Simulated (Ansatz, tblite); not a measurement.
# 1x4x4 CsCl rock-salt block (Cs₈Cl₈): one state, many levels

One table from this session's results is given with a row withheld; the runs are named, their logs left out.

The runs use Ansatz 0.2.0, Gaussian basis; as each input shows.

Levels to be run: GFN1-xTB, GFN2-xTB, PBE-D4/def2-SVP, r2SCAN-D4/def2-SVP, MP2/def2-SVP, RPA/def2-SVP.

10 further runs of the same task are left out: 9 that didn't finish, 1 set aside as unsound or not needed. Runs told in other sessions of the task aren't counted.

### The geometry

The geometry is that of the singlet, from an earlier relaxation (PBE-D4/def2-SVP).

16 atoms, charge 0, spin multiplicity 1.

Bond lengths: Cs1–Cl2 3.190 Å, Cs1–Cl5 3.189 Å, Cl2–Cs3 3.384 Å, Cl2–Cs6 3.429 Å, Cs3–Cl4 3.211 Å, Cs3–Cl7 3.378 Å, Cl4–Cs8 3.210 Å, Cl5–Cs6 3.429 Å, Cl5–Cs9 3.383 Å, Cs6–Cl7 3.393 Å, Cs6–Cl10 3.388 Å, Cl7–Cs8 3.380 Å, Cl7–Cs11 3.389 Å, Cs8–Cl12 3.384 Å, Cs9–Cl10 3.380 Å, Cs9–Cl13 3.210 Å, Cl10–Cs11 3.393 Å, Cl10–Cs14 3.377 Å and more. Angles: Cl2–Cs1–Cl5 91.6°, Cs1–Cl2–Cs3 159.0°, Cs1–Cl2–Cs6 92.3°, Cs3–Cl2–Cs6 91.9°, Cl2–Cs3–Cl4 160.4°, Cl2–Cs3–Cl7 87.7°, Cl4–Cs3–Cl7 85.8°, Cs3–Cl4–Cs8 97.4°, Cs1–Cl5–Cs6 92.3°, Cs1–Cl5–Cs9 161.0°, Cs6–Cl5–Cs9 92.0°, Cl2–Cs6–Cl5 83.6°, Cl2–Cs6–Cl7 86.8°, Cl2–Cs6–Cl10 150.4°, Cl5–Cs6–Cl7 147.4°, Cl5–Cs6–Cl10 86.8°, Cl7–Cs6–Cl10 86.3°, Cs3–Cl7–Cs6 92.7° and more.

Coordinates:

```
atom     x (Å)     y (Å)     z (Å)
 Cs1   0.32634  -4.84423  -4.83177
 Cl2  -0.22452  -4.94094  -1.69107
 Cs3   0.42471  -5.00443   1.62950
 Cl4  -0.02473  -4.81898   4.80305
 Cl5  -0.17881  -1.69626  -4.91236
 Cs6  -1.01824  -1.60704  -1.58926
 Cl7   0.05215  -1.64736   1.62999
 Cs8  -0.39067  -1.63450   4.98085
 Cs9   0.40174   1.63616  -4.97786
Cl10  -0.07532   1.64690  -1.63213
Cs11   1.00617   1.60462   1.58339
Cl12   0.19899   1.69732   4.91369
Cl13   0.04503   4.82107  -4.79778
Cs14  -0.44690   5.00341  -1.63007
Cl15   0.21376   4.93894   1.68821
Cs16  -0.30967   4.84529   4.83363
```

Cs takes a core potential in the def2 sets. No spin-orbit coupling is included.

PBE0-D4/def2-SVP was run before; its log isn't repeated, and its numbers join the tables.

The first run:

Tight binding, by tblite at 300 K electronic temperature and without a spin-polarisation term:

```python
tblite.interface.Calculator('GFN1-xTB', numbers, positions, charge=0, uhf=0).singlepoint()
```

Tight binding, by tblite at 300 K electronic temperature and without a spin-polarisation term:

```python
tblite.interface.Calculator('GFN2-xTB', numbers, positions, charge=0, uhf=0).singlepoint()
```

start.molden holds the orbitals of an earlier run on this state, given as this run's starting guess.

in.yaml reads:

```yaml
crystal:
  periodic: [false, false, false]
  atoms:
    - {symbol: Cs, position_ang: [0.326341, -4.844230, -4.831771]}
    - {symbol: Cl, position_ang: [-0.224523, -4.940938, -1.691074]}
    - {symbol: Cs, position_ang: [0.424708, -5.004434, 1.629502]}
    - {symbol: Cl, position_ang: [-0.024725, -4.818975, 4.803050]}
    - {symbol: Cl, position_ang: [-0.178812, -1.696265, -4.912356]}
    - {symbol: Cs, position_ang: [-1.018239, -1.607039, -1.589258]}
    - {symbol: Cl, position_ang: [0.052146, -1.647364, 1.629991]}
    - {symbol: Cs, position_ang: [-0.390675, -1.634497, 4.980846]}
    - {symbol: Cs, position_ang: [0.401738, 1.636160, -4.977864]}
    - {symbol: Cl, position_ang: [-0.075317, 1.646900, -1.632131]}
    - {symbol: Cs, position_ang: [1.006166, 1.604619, 1.583394]}
    - {symbol: Cl, position_ang: [0.198989, 1.697325, 4.913689]}
    - {symbol: Cl, position_ang: [0.045035, 4.821069, -4.797782]}
    - {symbol: Cs, position_ang: [-0.446900, 5.003414, -1.630073]}
    - {symbol: Cl, position_ang: [0.213762, 4.938944, 1.688206]}
    - {symbol: Cs, position_ang: [-0.309673, 4.845291, 4.833630]}
basis:
  gaussian: {orbitals: def2-SVP, initial_orbitals: start.molden}
hamiltonian: {xc: pbe, dispersion: d4}
scf: {omitted_lower_state_checks: [starts]}
output: {forces: true, orbitals: {seedname: orbitals}}
```

The run is started by

```sh
> ansatz run in.yaml --threads 4 --pin off --events-out ev --progress --plain --max-ram 6963MiB
```

Among the steps run: PBE-D4/def2-SVP; r2SCAN-D4/def2-SVP; MP2/def2-SVP; RPA/def2-SVP.

One table of the session follows, with a row left open; its other results are not shown here.

It belongs to the step «Binding energy». 

| level | binding an atom (eV) |
| --- | --- |
| HF/def2-SVP | 2.306 |
| PBE-D4/def2-SVP | 2.883 |
| r2SCAN-D4/def2-SVP | 2.931 |
| PBE0-D4/def2-SVP | 2.881 |
| RPA/def2-SVP | 2.396 |
| MP2/def2-SVP | ? |

Estimate the missing values for MP2/def2-SVP.

As computed: binding an atom (eV): 2.721. In the column «binding an atom (eV)» it lies between RPA/def2-SVP (2.396) and PBE0-D4/def2-SVP (2.881).

Caveats from the session: Free atoms were run apart at each level; binding is atoms less cluster, divided by the number of atoms, without zero-point or spin-orbit terms.
